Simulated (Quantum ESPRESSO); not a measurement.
**RuRh under changes of volume**

One of the cells (13.663 Å³/atom); the others are scaled copies at fixed shape and fractional positions:

```
Rh Ru
1.0
     2.70942    0.00000    0.00000
    -1.35471    2.34642    0.00000
     0.00000    0.00000    4.29837
Rh Ru
1 1
Direct
  0.66667 0.33333 0.00000
  0.00000 0.00000 0.50000
```

The cell comes from a database or a generator and needn't be the stable form of this composition.

```yaml
Program: Quantum ESPRESSO 7.5
Functional: r2SCAN
Potentials_or_basis: SG15 PBE 1.2
Cutoff: 952 eV
Density_cutoff: 3810 eV
k_mesh: 7 × 7 × 4
Occupations: fermi-dirac, width 0.05 eV
Spin: no spin polarisation
```

```tsv
volume (Å³/atom)	energy over the lowest point (meV/atom)	pressure (GPa)
12.843	36.82	18.7
13.117	11.97	10.6
13.390	?	?
13.663	0.00	-3.0
13.937	10.12	-8.7
14.210	29.31	-13.7
14.483	56.58	-18.1
```

What does the run at 13.390 Å³/atom give?

Energy over the lowest point 0.19 meV/atom; pressure 3.4 GPa.

Worked out: A Birch-Murnaghan fit of order 3 (a polynomial in V^(-2/3)) to the other rows has its minimum at 13.53 Å³/atom with B0 = V·E''(V) = 316 GPa and B' = 4.9 at fixed shape and positions, which overstates the stiffness. It gives 0.22 meV/atom at 13.390 Å³/atom, against the run's 0.19, and -dE/dV = 3.4 GPa, against 3.4.

Energies are extrapolated to zero smearing.

Caveats: all runs use coarse meshes; the potentials were made for another functional, which shifts forces and pressure.
